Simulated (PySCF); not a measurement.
# CH8B2SSi: the cost of one run

The runs use PySCF 2.14.0, with density-fitted response routines of our own; the level of theory stands in each step. All values are computed, except where a source is named. Atoms count from 0, in the outputs and in this text.

**1. Starting geometry**

13 atoms, charge 0, multiplicity 1; geometry from: GFN2-xTB. The atoms were then displaced at random by about 0.01 Å, so the start is not that level's minimum.

Bonds of the start (Å): B0–C1 1.54, C1–B2 1.59, B2–S3 1.82, S3–Si4 2.14, B0–H5 1.20, B0–H6 1.18, C1–H7 1.07, C1–H8 1.11, B2–H9 1.15, Si4–H10 1.47, Si4–H11 1.46, Si4–H12 1.48.

**2. Optimising the geometry at PBE0-D3(BJ)/def2-SVP**

The job: settings as JSON, then the geometry in Å.

```
{"job": {"xc": "PBE0", "basis": "def2-SVP", "d3": "d3bj", "grid": 1, "shake": 0.01, "kind": "geom"}, "charge": 0, "multiplicity": 1}
B     -1.621060     1.109230     0.264100
C     -1.183440    -0.362140     0.318270
B     -0.615550    -0.672890    -1.129040
S      1.154860    -0.630390    -1.531670
Si     2.236530    -0.164740     0.253550
H     -2.683550     1.410180    -0.207620
H     -0.928670     1.989610     0.636210
H     -2.011700    -1.014960     0.481370
H     -0.437150    -0.527300     1.119420
H     -1.313240    -0.929430    -2.001070
H      2.034570    -1.237590     1.239580
H      3.608970    -0.122950    -0.230200
H      1.765270     1.136470     0.776780
```

The run is started by

```
> OMP_NUM_THREADS=1 python probes_run.py task.json out
```

The driver reads the jobs from task.json and runs them one after another.

**Question.** How long does this first job take on 1 thread of AMD EPYC 9R45, shared host, and how much memory does it need?

About 23 s, with a peak of 0.53 GiB.
